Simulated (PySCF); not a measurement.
# C5H4F4O: a tour of settings, part 2 of 2

PySCF 2.14.0. Atoms count from 0. Earlier steps stand in the parts before.

## 4. J couplings: PBE0/3-21G

What the job is given:

```
{"job": {"kind": "j", "xc": "PBE0", "basis": "3-21G", "scf": {"conv": 1e-07, "guess": "sap"}}, "charge": 0, "multiplicity": 1}
O     -2.178840     1.277052    -0.089510
C     -0.999508     1.311793    -0.044094
F     -0.353692     2.500075    -0.021558
C     -0.066809     0.163825    -0.005240
C      1.411175     0.481245     0.049037
F      1.746919     1.180432     1.139419
F      2.151095    -0.638397     0.076967
F      1.826572     1.178867    -1.014528
C     -0.500314    -1.085036    -0.756932
C     -0.554226    -1.079214     0.722940
H     -1.426063    -1.007590    -1.306531
H      0.276165    -1.647189    -1.253391
H     -1.517549    -0.998730     1.203246
H      0.184399    -1.637606     1.278007
```

Method: PBE0/3-21G indirect spin-spin coupling, non-relativistic, gas phase.

Output:

```text
final grid: 135152 points
cycle   1  E = -642.2693005668  dE =  1.438e+01  |g| = 7.203e+00  |ddm| = 1.965e+01
cycle   2  E = -487.0946900836  dE =  1.552e+02  |g| = 1.612e+01  |ddm| = 7.454e+01
cycle   3  E = -650.5927258864  dE = -1.635e+02  |g| = 6.553e+00  |ddm| = 7.121e+01
cycle   4  E = -659.8196830410  dE = -9.227e+00  |g| = 3.291e+00  |ddm| = 1.400e+01
cycle   5  E = -661.4305489569  dE = -1.611e+00  |g| = 2.934e+00  |ddm| = 5.513e+00
cycle   6  E = -663.0331448820  dE = -1.603e+00  |g| = 9.632e-01  |ddm| = 3.400e+00
cycle   7  E = -663.0746269254  dE = -4.148e-02  |g| = 8.465e-01  |ddm| = 1.247e+00
cycle   8  E = -663.2006741688  dE = -1.260e-01  |g| = 2.289e-01  |ddm| = 6.741e-01
cycle   9  E = -663.2107553034  dE = -1.008e-02  |g| = 1.047e-01  |ddm| = 2.889e-01
cycle  10  E = -663.2132771571  dE = -2.522e-03  |g| = 3.230e-02  |ddm| = 1.485e-01
cycle  11  E = -663.2134210298  dE = -1.439e-04  |g| = 1.700e-02  |ddm| = 3.914e-02
cycle  12  E = -663.2134766074  dE = -5.558e-05  |g| = 3.049e-03  |ddm| = 1.910e-02
cycle  13  E = -663.2134785300  dE = -1.923e-06  |g| = 1.279e-03  |ddm| = 5.551e-03
cycle  14  E = -663.2134788662  dE = -3.363e-07  |g| = 2.899e-04  |ddm| = 1.321e-03
cycle  15  E = -663.2134788807  dE = -1.443e-08  |g| = 3.677e-05  |ddm| = 2.777e-04
converged SCF energy = -663.2134788807

Indirect spin-spin couplings (Hz)
  i      j    bonds     total        FC       PSO       DSO        SD
  0 O    2 F    2     41.540   -20.413    65.338     0.111    -3.495
  0 O    6 F    4     -0.899    -0.279    -0.449     0.167    -0.338
  1 C    2 F    1   -323.149  -291.341   -32.995     1.490    -0.302
  1 C    5 F    3     -1.879    -2.045    -0.020     0.218    -0.031
  1 C    6 F    3      3.659     2.709     0.666    -0.168     0.452
  1 C    7 F    3     -1.884    -2.050    -0.023     0.219    -0.030
  1 C   10 H    3      3.774     3.679    -0.240     0.336         -
  1 C   11 H    3      1.848     1.936     0.115    -0.204         -
  1 C   12 H    3      3.771     3.675    -0.239     0.335         -
  1 C   13 H    3      1.850     1.938     0.116    -0.204         -
  2 F    3 C    2     43.432    48.850    -5.798     0.313     0.068
  2 F    4 C    3     -4.001    -3.760    -0.554     0.448    -0.135
  2 F    5 F    4      7.695     5.410     0.075     1.029     1.181
  2 F    6 F    4     -3.272    -2.263    -0.073    -1.067     0.132
  2 F    7 F    4      7.816     5.539     0.050     1.034     1.193
  2 F    8 C    3     -2.243    -1.918    -0.402    -0.218     0.296
  2 F    9 C    3     -2.267    -1.930    -0.408    -0.218     0.288
  2 F   10 H    4      0.249     0.855     0.257    -0.812    -0.051
  2 F   11 H    4     -0.673    -0.138     0.696    -1.092    -0.140
  2 F   12 H    4      0.270     0.868     0.260    -0.808    -0.051
  2 F   13 H    4     -0.673    -0.136     0.693    -1.090    -0.141
  3 C    5 F    2     28.115    27.462    -0.841     0.338     1.156
  3 C    6 F    2     28.420    29.804    -2.306     0.319     0.603
  3 C    7 F    2     28.155    27.504    -0.842     0.338     1.154
  3 C   10 H    2     -2.600    -2.766     0.097     0.069         -
  3 C   11 H    2     -2.586    -2.766     0.101     0.080         -
  3 C   12 H    2     -2.591    -2.757     0.097     0.068         -
  3 C   13 H    2     -2.574    -2.755     0.101     0.080         -
  4 C    5 F    1   -301.727  -284.156   -24.763     1.830     5.361
  4 C    6 F    1   -288.615  -273.714   -22.725     1.811     6.012
  4 C    7 F    1   -301.664  -284.100   -24.759     1.831     5.364
  4 C   10 H    3      1.925     1.940     0.144    -0.158         -
  4 C   11 H    3      3.615     3.348    -0.106     0.374         -
  4 C   12 H    3      1.919     1.934     0.144    -0.158         -
  4 C   13 H    3      3.625     3.357    -0.107     0.376         -
  5 F    6 F    2     89.094    53.524   -10.070     0.466    45.173
  5 F    7 F    2     72.619    49.871   -22.381     0.467    44.662
  5 F    8 C    3      2.136     2.104     0.036    -0.278     0.274
  5 F    9 C    3     -0.786    -0.731    -0.088     0.020     0.013
  5 F   10 H    4      1.312     1.522     0.950    -1.410     0.250
  5 F   11 H    4     -1.931    -0.985     0.410    -1.194    -0.163
  5 F   13 H    4      2.166     1.140     0.814     0.361    -0.150
  6 F    7 F    2     89.610    53.977   -10.019     0.466    45.186
  6 F    8 C    3      0.190     0.571    -0.480     0.195    -0.096
  6 F    9 C    3      0.177     0.549    -0.470     0.195    -0.096
  6 F   11 H    4      1.706     1.110    -0.981     1.715    -0.138
  6 F   13 H    4      1.688     1.090    -0.976     1.713    -0.138
  7 F    8 C    3     -0.796    -0.741    -0.083     0.017     0.011
  7 F    9 C    3      2.146     2.101     0.041    -0.278     0.282
  7 F   11 H    4      2.169     1.151     0.818     0.349    -0.149
  7 F   12 H    4      1.293     1.504     0.951    -1.410     0.249
  7 F   13 H    4     -1.934    -0.985     0.407    -1.195    -0.161
  8 C   10 H    1    124.557   122.942     0.563     1.053         -
  8 C   11 H    1    124.317   122.661     0.571     1.085         -
  8 C   12 H    2     -3.063    -2.853    -0.011    -0.198         -
  8 C   13 H    2     -3.190    -2.993    -0.008    -0.188         -
  9 C   10 H    2     -3.058    -2.849    -0.011    -0.198         -
  9 C   11 H    2     -3.179    -2.982    -0.007    -0.189         -
  9 C   12 H    1    124.605   122.991     0.562     1.052         -
  9 C   13 H    1    124.306   122.650     0.571     1.085         -
 10 H   11 H    2     -9.407    -8.152     1.058    -2.313         -
 10 H   12 H    3      7.703     7.714    -0.041     0.030         -
 10 H   13 H    3      4.468     5.954     0.966    -2.452         -
 11 H   12 H    3      4.454     5.939     0.966    -2.452         -
 11 H   13 H    3      7.669     7.638    -0.027     0.058         -
 12 H   13 H    2     -9.393    -8.137     1.059    -2.315         -
```

Run time: 56 s. Hardware: 1 thread, shared host.

The basis is not made for couplings: without tight functions at the nuclei these values are rough.

A choice of the couplings up to four bonds, sorted by the number of bonds, with means over like pairs; isotopes 13C, 19F, 1H, 17O:

```tsv
pair	bonds	J (Hz)	Fermi contact (Hz)	dihedral (°)
C1–F2	1	-323.1	-291.3	–
C4–F5	1	-297.3	-280.7	–
C8–H10	1	124.6	123.0	–
C8–H11	1	124.3	122.7	–
F5–F6	2	83.8	52.5	–
F2–C3	2	43.4	48.9	–
O0–F2	2	41.5	-20.4	–
C3–F5	2	28.2	28.3	–
H10–H11	2	-9.4	-8.1	–
C8–H13	2	-3.2	-3.0	–
C8–H12	2	-3.1	-2.9	–
C3–H10	2	-2.6	-2.8	–
C3–H11	2	-2.6	-2.8	–
H10–H12	3	7.7	7.7	0
H11–H13	3	7.7	7.6	0
H10–H13	3	4.5	5.9	148
F2–C4	3	-4.0	-3.8	0
C1–H10	3	3.8	3.7	4
C4–H11	3	3.6	3.4	-3
F2–C8	3	-2.3	-1.9	-147
C4–H10	3	1.9	1.9	-143
C1–H11	3	1.8	1.9	144
F2–F5	4	4.1	2.9	–
```

The spin-dipole term was solved for some atoms only; pairs without it lack that part.

The response was solved for the nuclei of F, H alone, so couplings that need other nuclei can be missing.

Quadrupole couplings from the field gradients of the same density:

```tsv
atom	isotope	eQq/h (MHz)	η
O0	17O	8.300	0.29
```

Joined with the shifts from before (PBE0/pcSseg-1, scaled to CDCl3), the couplings predict the line list below for 400 MHz.

¹H NMR δ 1.67 (m, 2H), 1.59 (m, 2H).

## 5. Shielding tensors: HF/pcSseg-1 in chloroform

The job, as its differences from that of step 4:

```diff
@@ -1,2 +1,2 @@
-{"job": {"kind": "j", "xc": "PBE0", "basis": "3-21G", "scf": {"conv": 1e-07, "guess": "sap"}}, "charge": 0, "multiplicity": 1}
+{"job": {"kind": "nmr", "xc": "HF", "basis": "pcSseg-1", "solvent": "chloroform", "pop": true, "grid": 3}, "charge": 0, "multiplicity": 1}
 O     -2.178840     1.277052    -0.089510
```

Level: GIAO HF/pcSseg-1 NMR shielding, non-relativistic, IEF-PCM chloroform.

Output:

```text
final grid: 180952 points
cycle   1  E = -663.8579021023  dE =  2.651e+00  |g| = 1.276e+00  |ddm| = 3.383e+00
cycle   2  E = -664.0684638436  dE = -2.106e-01  |g| = 8.899e-01  |ddm| = 1.267e+00
cycle   3  E = -664.1985112046  dE = -1.300e-01  |g| = 1.058e-01  |ddm| = 5.642e-01
cycle   4  E = -664.2017232035  dE = -3.212e-03  |g| = 4.303e-02  |ddm| = 1.075e-01
cycle   5  E = -664.2022339973  dE = -5.108e-04  |g| = 1.227e-02  |ddm| = 4.537e-02
cycle   6  E = -664.2022948174  dE = -6.082e-05  |g| = 5.350e-03  |ddm| = 1.394e-02
cycle   7  E = -664.2023133177  dE = -1.850e-05  |g| = 1.608e-03  |ddm| = 1.056e-02
cycle   8  E = -664.2023153971  dE = -2.079e-06  |g| = 5.383e-04  |ddm| = 3.783e-03
cycle   9  E = -664.2023155660  dE = -1.689e-07  |g| = 2.110e-04  |ddm| = 1.019e-03
cycle  10  E = -664.2023155852  dE = -1.919e-08  |g| = 4.690e-05  |ddm| = 3.462e-04
cycle  11  E = -664.2023155863  dE = -1.085e-09  |g| = 1.432e-05  |ddm| = 8.327e-05
cycle  12  E = -664.2023155863  dE = -7.049e-11  |g| = 3.740e-06  |ddm| = 2.184e-05
converged SCF energy = -664.2023155863

GIAO shielding tensors (ppm)
atom      isotropic    diamagn.    paramagn.     s11        s22        s33       span
  0 O      -63.002     400.576    -463.578   -340.267   -149.480    300.740    641.007
  1 C       21.317     244.473    -223.156   -112.428     64.822    111.559    223.987
  2 F      182.286     476.775    -294.489    -41.673    254.730    333.802    375.475
  3 C      171.994     259.314     -87.320    135.696    147.903    232.384     96.688
  4 C       77.543     234.574    -157.031     68.920     74.250     89.459     20.539
  5 F      291.156     472.919    -181.763    205.941    290.495    377.030    171.090
  6 F      302.699     474.106    -171.407    219.716    304.472    383.908    164.192
  7 F      291.235     472.903    -181.668    206.020    290.655    377.030    171.010
  8 C      177.826     249.028     -71.202    147.233    183.340    202.905     55.672
  9 C      177.823     249.006     -71.183    147.190    183.355    202.923     55.733
 10 H       30.256      30.398      -0.142     24.311     26.304     40.153     15.841
 11 H       30.140      30.092       0.049     23.715     27.455     39.252     15.537
 12 H       30.254      30.389      -0.135     24.317     26.298     40.148     15.830
 13 H       30.145      30.089       0.057     23.723     27.455     39.259     15.536
```

Wall time 43 s (1 thread, shared host).

This run: δ C1 172.7, C4 116.5, C3 22.0, C8 16.2, H11 1.99, H10 1.88 ppm (means over like atoms).

## 6. Shielding tensors: BHandHLYP/pcSseg-1 in acetonitrile

The job, as its differences from that of step 5:

```diff
@@ -1,2 +1,2 @@
-{"job": {"kind": "nmr", "xc": "HF", "basis": "pcSseg-1", "solvent": "chloroform", "pop": true, "grid": 3}, "charge": 0, "multiplicity": 1}
+{"job": {"kind": "nmr", "xc": "BHandHLYP", "basis": "pcSseg-1", "solvent": "acetonitrile", "pop": true, "scf": {"guess": "atom", "level_shift": 0.3}}, "charge": 0, "multiplicity": 1}
 O     -2.178840     1.277052    -0.089510
```

Level: GIAO BHandHLYP/pcSseg-1 NMR shielding, non-relativistic, IEF-PCM acetonitrile.

Output:

```text
final grid: 135152 points
cycle   1  E = -666.8520048703  dE =  3.280e+00  |g| = 1.294e+00  |ddm| = 3.363e+00
cycle   2  E = -667.0319301474  dE = -1.799e-01  |g| = 9.872e-01  |ddm| = 1.239e+00
cycle   3  E = -667.1692022078  dE = -1.373e-01  |g| = 1.766e-01  |ddm| = 3.681e-01
cycle   4  E = -667.1753838179  dE = -6.182e-03  |g| = 3.966e-02  |ddm| = 1.246e-01
cycle   5  E = -667.1758201132  dE = -4.363e-04  |g| = 1.076e-02  |ddm| = 5.232e-02
cycle   6  E = -667.1758668091  dE = -4.670e-05  |g| = 5.226e-03  |ddm| = 1.825e-02
cycle   7  E = -667.1758775561  dE = -1.075e-05  |g| = 1.803e-03  |ddm| = 7.676e-03
cycle   8  E = -667.1758800190  dE = -2.463e-06  |g| = 8.343e-04  |ddm| = 4.065e-03
cycle   9  E = -667.1758805692  dE = -5.502e-07  |g| = 3.584e-04  |ddm| = 1.806e-03
cycle  10  E = -667.1758806947  dE = -1.255e-07  |g| = 1.596e-04  |ddm| = 9.128e-04
cycle  11  E = -667.1758807192  dE = -2.456e-08  |g| = 7.167e-05  |ddm| = 3.893e-04
cycle  12  E = -667.1758807247  dE = -5.518e-09  |g| = 3.072e-05  |ddm| = 1.951e-04
cycle  13  E = -667.1758807258  dE = -1.058e-09  |g| = 1.366e-05  |ddm| = 8.727e-05
cycle  14  E = -667.1758807260  dE = -1.967e-10  |g| = 5.702e-06  |ddm| = 3.593e-05
level shift removed, Fock matrix diagonalised once more
converged SCF energy = -667.1758807260

GIAO shielding tensors (ppm)
atom      isotropic    diamagn.    paramagn.     s11        s22        s33       span
  0 O      -69.266     402.216    -471.482   -328.547   -160.414    281.162    609.709
  1 C       11.788     245.695    -233.906   -112.889     49.535     98.719    211.609
  2 F      146.211     477.424    -331.213    -91.925    229.508    301.049    392.974
  3 C      159.161     261.531    -102.371    122.247    135.900    219.336     97.089
  4 C       57.515     236.929    -179.414     49.926     56.526     66.094     16.168
  5 F      266.322     473.632    -207.310    179.551    264.407    355.008    175.457
  6 F      276.471     474.938    -198.467    192.279    274.224    362.909    170.631
  7 F      266.413     473.613    -207.200    179.656    264.562    355.020    175.364
  8 C      166.596     249.874     -83.278    134.103    175.378    190.306     56.202
  9 C      166.584     249.854     -83.270    134.047    175.397    190.310     56.263
 10 H       30.016      30.533      -0.517     24.466     26.456     39.126     14.660
 11 H       29.826      30.221      -0.396     23.762     27.533     38.183     14.421
 12 H       30.013      30.524      -0.511     24.472     26.449     39.120     14.648
 13 H       29.830      30.219      -0.388     23.770     27.532     38.190     14.419
```

It took 1.7 min on 1 thread, shared host.

This run: δ C1 175.7, C4 130.0, C3 28.3, C8 20.9, H11 2.05, H10 1.86 ppm (means over like atoms).

## 7. Comparing the runs: NMR shifts

Isotropic shieldings (ppm) of some atoms, chosen among heavy atoms and hydrogens apart, means over like atoms, with basis size and wall time:

```tsv
run	C4	C3	H11	H10	O0	F2	F5	functions	time
PBE0/pcSseg-1	53.8	158.9	30.05	30.15	-84.8	113.8	254.4	190	1.7 min
HF/pcSseg-1 in chloroform	77.5	172.0	30.14	30.26	-63.0	182.3	295.0	190	43 s
BHandHLYP/pcSseg-1 in acetonitrile	57.5	159.2	29.83	30.01	-69.3	146.2	269.7	190	1.7 min
```

## 8. What came out

This closing draws on all 2 parts.

| quantity | value |
| --- | --- |
| ¹³C shifts against TMS (PBE0/pcSseg-1, means over atoms taken as alike) | 170.8, 133.2, 28.0, 20.3 ppm |
| ¹H shifts against TMS (PBE0/pcSseg-1, means over atoms taken as alike) | 1.66, 1.57 ppm |
| ¹⁷O shifts against H2O (PBE0/pcSseg-1) | 420.9 ppm |
| ¹⁹F shifts against CFCl3 (PBE0/pcSseg-1, means over atoms taken as alike) | 57.1, -83.5 ppm |
| surface potential, 1st and 99th percentile | -1.14 V and 1.34 V |
| lowest singlet (PBE0/def2-SVPD) | 6.14 eV (202 nm), f = 0.000 |
| brightest single state of those computed | state 3, 7.75 eV, f = 0.203 |
| lowest triplet | 5.58 eV |
| largest coupling of the table (PBE0/3-21G) | ¹J(C,F) C1–F2, -323.1 Hz |
| range of the shielding of F2 | 113.8 to 182.3 ppm |

Single values in the summary come from the first run of each kind that ended normally (PBE0/pcSseg-1; PBE0/def2-SVPD; PBE0/3-21G), which need not be the best level. At PBE0/pcSseg-1: The widest tensor belongs to O0: span 614 ppm, with a paramagnetic part of -486 ppm. At PBE0/pcSseg-1, counted by nearest atom on the grid, the HOMO lies on O0 71 %; F2 10 %, the LUMO on C1 44 %; O0 25 %. The lowest singlet, at 6.14 eV, is HOMO→LUMO 0.97 and is dark; of the 6 states computed, the strongest absorption comes from state 3 at 7.75 eV. The lowest triplet lies 0.56 eV below the lowest singlet (triplets in Tamm-Dancoff, singlets in full TDDFT). Of the pairs tabulated at PBE0/3-21G, C1–F2 couples most strongly (-323.1 Hz; Fermi contact -291.3 Hz). Couplings across rotatable bonds belong to this one conformer; where others are populated, the observed values are averages. Density functionals describe couplings to fluorine poorly, F–F couplings above all, so those rows are rough. In ppm, F2 moves most: its shielding spreads over 68.5 ppm, from 113.8 (PBE0/pcSseg-1) to 182.3 (HF/pcSseg-1 in chloroform). Couplings from bases without tight functions are rough.
